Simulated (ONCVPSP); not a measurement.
# Pseudopotential generation for Sm: ONCV, LDA (Perdew-Wang 92)

Aim: build the potential from the settings below, then test how well it stands in for the atom: other configurations, scattering, ghost states and the plane-wave cutoff that it needs.

Method: ONCVPSP 4.0.1.1 (patched build), LDA (Perdew-Wang 92), scalar-relativistic.

### Step 1. Starting point

The settings as typed:

```
element                 : samarium (Sm, Z = 62)
type                    : optimised norm-conserving Vanderbilt (ONCV)
frozen core             : [Kr] 4d10 5s2
valence charge          : 14
reference configuration : 4f6 5p6 6s1 (charge +1)
partial waves           : 6s: rc 3.30 bohr, ncon 3, nbas 8, qcut 1.6 1/bohr, 3 projectors, debl 4 Ha; 5p: rc 1.75 bohr, ncon 4, nbas 7, qcut 3.9 1/bohr, 3 projectors, debl 2.5 Ha; d scattering state at 0.21 Ha: rc 2.60 bohr, ncon 5, nbas 8, qcut 3.9 1/bohr, 1 projector; 4f: rc 1.05 bohr, ncon 4, nbas 9, qcut 18.8 1/bohr, 1 projector
local potential         : polynomial inside 1.05 bohr (lpopt 4, dvloc0 0 Ha)
core correction         : Teter function, fcfact 1.5, rcfact 1.1
```

The nodes and maxima of the atom's own shells, from an earlier all-electron run, set the scale for the radii.

All-electron outer shells of the reference configuration (LDA (PZ), scalar-relativistic, ld1.x):

```csv
shell,level (eV),outermost node (bohr),outermost maximum (bohr)
5p,-29.54,0.74,1.43
4f,-8.84,–,0.61
6s,-8.68,1.69,3.40
5d,-7.44,0.84,2.11
6p,-5.45,2.02,4.31
```

### Step 2. Generation

The input, Sm.dat:

```
# ATOM AND REFERENCE CONFIGURATION
# atsym  z   nc   nv     iexc    psfile
  Sm 62.00   10    3  -001012      upf
#
#   n    l    f
    1    0    2.00
    2    0    2.00
    2    1    6.00
    3    0    2.00
    3    1    6.00
    3    2   10.00
    4    0    2.00
    4    1    6.00
    4    2   10.00
    5    0    2.00
    4    3    6.00
    5    1    6.00
    6    0    1.00
#
# PSEUDOPOTENTIAL AND OPTIMIZATION
# lmax
    3
#
#   l,   rc,      ep,       ncon, nbas, qcut
    0    3.30    0.00    3    8    1.60
    1    1.75    0.00    4    7    3.90
    2    2.60    0.21    5    8    3.90
    3    1.05    0.00    4    9   18.80
#
# LOCAL POTENTIAL
# lloc, lpopt,  rc(5),   dvloc0
    4    4    1.05    0.00
#
# VANDERBILT-KLEINMAN-BYLANDER PROJECTORs
# l, nproj, debl
    0    3    4.00
    1    3    2.50
    2    1    1.70
    3    1    3.70
#
# MODEL CORE CHARGE
# icmod, fcfact, rcfact
    3    1.50    1.10
#
# LOG DERIVATIVE ANALYSIS
# epsh1, epsh2, depsh
   -3.00    5.00    0.02
#
# OUTPUT GRID
# rlmax, drl
    6.00    0.01
#
# TEST CONFIGURATIONS
# ncnf
    4
# nvcnf
#   n    l    f
    3
    4    3    6.00
    5    1    6.00
    6    0    2.00
#
    3
    4    3    6.00
    5    1    6.00
    6    0    0.00
#
    3
    4    3    5.00
    5    1    6.00
    6    0    0.00
#
    3
    4    3    6.00
    5    1    5.00
    6    0    2.00
#
```

Launch:

```console
$ oncvpsp.x < Sm.dat > Sm.out
```

Before running it: what results should come out? Wanted: cutoffs for 1 and 0.1 mHa per electron, occupied waves; bound ghosts; GHOST(+) flags; largest test error; largest phase difference near zero energy, channels read; rms error of d²Exc/dn², without and with the model core; projector energies reset by the program.

The runs gave:

| quantity | value |
| --- | --- |
| cutoffs for 1 and 0.1 mHa per electron, occupied waves | 128 Ha and 143 Ha |
| bound ghosts | none below the valence levels; a pole at negative energy in s is suspect |
| GHOST(+) flags | s at -5 eV, s at 183 eV, p at 315 eV |
| largest test error (AE − PS) | -5.9 meV, for 4f6 5p6 6s0 (2 tests unsolved) |
| largest phase difference near zero energy, channels read | 3.138 rad |
| rms error of d²Exc/dn², without and with the model core | 11.41 and 9.70 mHa |
| projector energies reset by the program | d: 0.050 Ha |

**Reading.** The worst unpolarised test, 4f6 5p6 6s0, is off by 5.9 meV on 11.3 eV; by total energies transferability rates as good where solved. Of the tests 2 gave no usable energy difference, which is a warning in itself. It counts as very hard, with 128 Ha needed at the looser tolerance. At the looser tolerance the 4f wave is the slowest; 5p needs 39 Ha. The ghost test, which looks below the valence levels, finds nothing, but the pseudo curve has an extra pole at negative energy (s at -0.22 Ha): a spurious bound state among the atom's levels is likely, and the file can't be cleared. Near zero energy the largest phase difference among the channels read is 3.14 rad, in the s channel. A step near π is an extra or missing state, not a misfit of shape. The pseudo curves have a pole with no partner nearby in the atom's: s at -0.22 Ha. The program also flags highly localised states, GHOST(+) (s, p). These are tests on the free atom; a crystal test is still owed.
